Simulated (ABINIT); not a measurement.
Crystal: Sn3Te.

```
CELL_PARAMETERS angstrom
-2.30090 2.30090 5.51649
2.30090 -2.30090 5.51649
2.30090 2.30090 -5.51649
ATOMIC_POSITIONS crystal
Te 0.00000 0.00000 0.00000
Sn 0.50000 0.50000 0.00000
Sn 0.25000 0.75000 0.50000
Sn 0.75000 0.25000 0.50000
```

The cell comes from a database or a generator and needn't be the stable form of this composition.

```yaml
Program: ABINIT 10.8.3 (patched build)
Task: relaxation of cell and atoms
Functional: PBEsol
Potentials_or_basis: JTH PAW PBE v2.0
Cutoff: 599 eV
k_mesh: 5 × 5 × 5
Occupations: fermi-dirac, width 0.05 eV
Spin: no spin polarisation
```

At the start: pressure -3.2 GPa; volume 29.21 Å³/atom.

Question: Where does the relaxation end?

Answer: Over 7 steps the energy falls by 20.7 meV/atom and the volume is 27.22 Å³/atom (-6.8 %); space group I4/mmm (No. 139, to 0.05 Å).

Step by step:
```tsv
step	energy change (eV)	largest force (eV/Å)	pressure (GPa)	volume (Å³)
1	0.0000	0.0000	-3.22	116.82
2	-0.0216	0.0000	-2.82	115.67
3	-0.0813	0.0000	0.36	108.42
4	-0.0822	0.0000	-0.03	109.18
5	-0.0823	0.0000	-0.01	109.14
6	-0.0828	0.0000	0.10	108.88
7	-0.0830	0.0000	0.09	108.88
```

Final structure:
```yaml
crystal:
  lattice:
    - [-2.25405, 2.25405, 5.35738]
    - [2.25405, -2.25405, 5.35738]
    - [2.25405, 2.25405, -5.35738]
  atoms:
    - { symbol: Te, position: [0.00000, 0.00000, 0.00000] }
    - { symbol: Sn, position: [0.50000, 0.50000, 0.00000] }
    - { symbol: Sn, position: [0.25000, 0.75000, 0.50000] }
    - { symbol: Sn, position: [0.75000, 0.25000, 0.50000] }
```

Caveat: the k mesh is coarse (spacing up to 0.39 Å⁻¹), so the values aren't converged; the PAW data sets were made with another functional, which shifts forces and pressure a little.
